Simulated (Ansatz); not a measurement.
# NbSi15O32: the cost of one run

Computed with Ansatz 0.2.0 (DFT, PBE, plane-wave PAW, default files, scalar-relativistic, as far as a step names no other, unless a step's input says otherwise).

## (1) The starting structure

It takes space group C2 (No. 5, monoclinic). Conventional cell: a = 13.926 Å, b = 14.091 Å, c = 9.906 Å, α = 90.00°, β = 134.66°, γ = 90.00°. Nb (site symmetry 2) has 4 O at 1.60 to 1.61 Å as nearest neighbours. Around Si (site symmetry 2) lie 4 O at 1.60 to 1.61 Å. Around Si (site symmetry 1) lie 4 O at 1.60 to 1.61 Å. Only part of the 26 independent sites is listed.

Coordinates:

```
Nb Si O
1.0
    -4.98200    4.98200    6.96300
     4.98200   -4.98200    6.96300
     4.98200    4.98200   -6.96300
Nb Si O
1 15 32
Direct
  0.14949 0.14949 0.29897
  0.64948 0.64948 0.29897
  0.64948 0.14949 0.79897
  0.14949 0.64948 0.79897
  0.52448 0.22551 0.50000
  0.02448 0.72552 0.50000
  0.02448 0.22551 0.00000
  0.52448 0.72552 0.00000
  0.60052 0.60052 0.70103
  0.10051 0.10051 0.70103
  0.10051 0.60052 0.20103
  0.60052 0.10051 0.20103
  0.47552 0.77448 0.50000
  0.97552 0.27448 0.50000
  0.97552 0.77448 0.00000
  0.47552 0.27448 0.00000
  0.14080 0.20901 0.17168
  0.64080 0.70901 0.17168
  0.64080 0.20901 0.67168
  0.14080 0.70901 0.67168
  0.58401 0.41233 0.56821
  0.08401 0.91233 0.56821
  0.08401 0.41233 0.06821
  0.58401 0.91233 0.06821
  0.78733 0.71912 0.82832
  0.28733 0.21912 0.82832
  0.28733 0.71912 0.32832
  0.78733 0.21912 0.32832
  0.59412 0.76580 0.43179
  0.09412 0.26580 0.43179
  0.09412 0.76580 0.93179
  0.59412 0.26580 0.93179
  0.48420 0.65588 0.56821
  0.98420 0.15588 0.56821
  0.98420 0.65588 0.06821
  0.48420 0.15588 0.06821
  0.54099 0.60920 0.82832
  0.04099 0.10920 0.82832
  0.04099 0.60920 0.32832
  0.54099 0.10920 0.32832
  0.33767 0.16599 0.43179
  0.83767 0.66599 0.43179
  0.83767 0.16599 0.93179
  0.33767 0.66599 0.93179
  0.53088 0.46267 0.17168
  0.03088 0.96267 0.17168
  0.03088 0.46267 0.67168
  0.53088 0.96267 0.67168
```

Atom 1 of the input is the impurity.

## (2) First run, atoms as given

input.yaml reads:

```yaml
crystal:
  lattice:
    - [-4.982, 4.982, 6.963]
    - [4.982, -4.982, 6.963]
    - [4.982, 4.982, -6.963]
  atoms:
    - { symbol: Nb, position: [0.149485, 0.149485, 0.29897] }
    - { symbol: Si, position: [0.649485, 0.649485, 0.29897] }
    - { symbol: Si, position: [0.649485, 0.149485, 0.79897] }
    - { symbol: Si, position: [0.149485, 0.649485, 0.79897] }
    - { symbol: Si, position: [0.524485, 0.225515, 0.5] }
    - { symbol: Si, position: [0.024485, 0.725515, 0.5] }
    - { symbol: Si, position: [0.024485, 0.225515, 0.0] }
    - { symbol: Si, position: [0.524485, 0.725515, 0.0] }
    - { symbol: Si, position: [0.600515, 0.600515, 0.70103] }
    - { symbol: Si, position: [0.100515, 0.100515, 0.70103] }
    - { symbol: Si, position: [0.100515, 0.600515, 0.20103] }
    - { symbol: Si, position: [0.600515, 0.100515, 0.20103] }
    - { symbol: Si, position: [0.475515, 0.774485, 0.5] }
    - { symbol: Si, position: [0.975515, 0.274485, 0.5] }
    - { symbol: Si, position: [0.975515, 0.774485, 0.0] }
    - { symbol: Si, position: [0.475515, 0.274485, 0.0] }
    - { symbol: O, position: [0.1408, 0.20901, 0.17168] }
    - { symbol: O, position: [0.6408, 0.70901, 0.17168] }
    - { symbol: O, position: [0.6408, 0.20901, 0.67168] }
    - { symbol: O, position: [0.1408, 0.70901, 0.67168] }
    - { symbol: O, position: [0.58401, 0.41233, 0.56821] }
    - { symbol: O, position: [0.08401, 0.91233, 0.56821] }
    - { symbol: O, position: [0.08401, 0.41233, 0.06821] }
    - { symbol: O, position: [0.58401, 0.91233, 0.06821] }
    - { symbol: O, position: [0.78733, 0.71912, 0.82832] }
    - { symbol: O, position: [0.28733, 0.21912, 0.82832] }
    - { symbol: O, position: [0.28733, 0.71912, 0.32832] }
    - { symbol: O, position: [0.78733, 0.21912, 0.32832] }
    - { symbol: O, position: [0.59412, 0.7658, 0.43179] }
    - { symbol: O, position: [0.09412, 0.2658, 0.43179] }
    - { symbol: O, position: [0.09412, 0.7658, 0.93179] }
    - { symbol: O, position: [0.59412, 0.2658, 0.93179] }
    - { symbol: O, position: [0.4842, 0.65588, 0.56821] }
    - { symbol: O, position: [0.9842, 0.15588, 0.56821] }
    - { symbol: O, position: [0.9842, 0.65588, 0.06821] }
    - { symbol: O, position: [0.4842, 0.15588, 0.06821] }
    - { symbol: O, position: [0.54099, 0.6092, 0.82832] }
    - { symbol: O, position: [0.04099, 0.1092, 0.82832] }
    - { symbol: O, position: [0.04099, 0.6092, 0.32832] }
    - { symbol: O, position: [0.54099, 0.1092, 0.32832] }
    - { symbol: O, position: [0.33767, 0.16599, 0.43179] }
    - { symbol: O, position: [0.83767, 0.66599, 0.43179] }
    - { symbol: O, position: [0.83767, 0.16599, 0.93179] }
    - { symbol: O, position: [0.33767, 0.66599, 0.93179] }
    - { symbol: O, position: [0.53088, 0.46267, 0.17168] }
    - { symbol: O, position: [0.03088, 0.96267, 0.17168] }
    - { symbol: O, position: [0.03088, 0.46267, 0.67168] }
    - { symbol: O, position: [0.53088, 0.96267, 0.67168] }
total_charge: 1
kpoints:
  mp_grid: { grid: [3, 3, 3] }
scf:
  occupations: { method: fermi_dirac, width: 0.01 }
hamiltonian:
  xc: pbe
  pseudopotentials: { kind: paw }
output:
  forces: true
  stress: true
  populations: true
  efg:
    quadrupole_moments_barn: { Nb: -0.32, O: -0.02558 }
    contact_densities: true
  write_density: true
  write_potential: true
  elf: true
  volumetric_format: npy
```

On the command line:

```bash
$ ansatz run input.yaml --threads 1 --pin off --max-ram 3072MiB --backend cpu --events-out ev --progress --plain --runs-dir out
```

Q: Estimate wall time and peak memory on 1 thread of Arm Neoverse V1, shared host.

About 5.9 min, with a peak of 1.7 GiB.
